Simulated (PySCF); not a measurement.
# The bond of HBr+, level by level

Aim: find the lowest electronic state of HBr+, scan its bond at several levels of theory, and get bond length, wavenumber and dissociation energy from each curve.

Method: H def2-TZVPPD, Br def2-TZVPPD, no relativity; program: PySCF 2.14.0.

### 1 The job

A driver script around PySCF takes these settings:

```
atoms                         : H, Br
charge                        : 1
basis                         : H def2-TZVPPD, Br def2-TZVPPD
Hamiltonian                   : no relativity
basis functions               : 74
electrons treated             : 35
masses in u                   : 1.0078, 78.9183
levels                        : PBE0, PBE, r²SCAN, r²SCAN0, BHandHLYP, M06, B3LYP, TPSSh, ωB97X, HF, MP2, SCS-MP2, CCSD, CCSD(T)
grid                          : 80 radial by 434 angular points
occupations                   : held fixed by the projection of orbital angular momentum
dissociation limit            : H + Br+, each in its ground configuration
starting distance in angstrom : 1.535
values of 2S to try           : 1, 3
```

Command:

```bash
$ OMP_NUM_THREADS=1 python dia.py task.json out
```

Further steps of the session: The PBE0 curve of the state that the search chose; Other states along the same grid; PBE; r²SCAN; r²SCAN0 (hybrid meta-GGA); BHandHLYP (global hybrid GGA); M06 (hybrid meta-GGA); B3LYP (global hybrid GGA); TPSSh (hybrid meta-GGA); ωB97X; UHF (mean field); Correlated methods on the Hartree–Fock reference.

Q: Predict the outcome of this session. Wanted: for each run, Re; ωe; De; μ.

As calculated:

Lowest PBE0 solution found, without spin–orbit coupling: ²Π (doublet), unpaired electrons π ↑. The other levels ran on it alone.

| level | Re (Å) | ωe (cm⁻¹) | De (eV) | μ (D) |
| --- | --- | --- | --- | --- |
| UHF | 1.437 | 2588 | 2.91 | -1.60 |
| UHF-MP2 | 1.441 | 2530 | 3.91 | n/a |
| UHF-SCS-MP2 | 1.442 | 2524 | 3.96 | n/a |
| UHF-CCSD | 1.445 | 2493 | 3.96 | n/a |
| UHF-CCSD(T) | 1.448 | 2474 | 4.00 | n/a |
| PBE | 1.468 | 2361 | 4.17 | -1.53 |
| r²SCAN | 1.455 | 2431 | 4.20 | -1.56 |
| TPSSh | 1.456 | 2427 | 4.21 | -1.53 |
| B3LYP | 1.459 | 2410 | 4.16 | -1.53 |
| PBE0 | 1.455 | 2452 | 4.10 | -1.56 |
| r²SCAN0 | 1.447 | 2488 | 4.12 | -1.58 |
| M06 | 1.457 | 2440 | 4.07 | -1.50 |
| BHandHLYP | 1.445 | 2506 | 4.03 | -1.56 |
| ωB97X | 1.448 | 2509 | 4.14 | -1.54 |

De is counted to H + Br+ in their ground configurations. A positive dipole points from H to Br; in an ion it is taken about the centre of mass and does not tell which atom is negative.

Differences from CCSD(T) in the same basis:

| level | Re (mÅ) | ωe (%) |
| --- | --- | --- |
| UHF | -10 | +4.6 |
| UHF-MP2 | -7 | +2.2 |
| UHF-SCS-MP2 | -6 | +2.0 |
| UHF-CCSD | -2 | +0.7 |
| PBE | +21 | -4.6 |
| r²SCAN | +8 | -1.7 |
| TPSSh | +9 | -1.9 |
| B3LYP | +11 | -2.6 |
| PBE0 | +7 | -0.9 |
| r²SCAN0 | 0 | +0.6 |
| M06 | +9 | -1.4 |
| BHandHLYP | -2 | +1.3 |
| ωB97X | +1 | +1.4 |

In words: Judged by CCSD(T) in the same basis: best bond length r²SCAN0 (0 mÅ), worst PBE (+21 mÅ); best wavenumber r²SCAN0 (+0.6 %), worst UHF and PBE (4.6 % off). Hartree–Fock makes the bond too short and too stiff against this reference, as it mostly does. PBE gives a bond that is too long and too soft, as GGAs tend to. Among the levels with a De in the table, it runs from 2.91 eV (UHF) to 4.21 eV (TPSSh).

Correlated steps freeze 9 core orbitals.
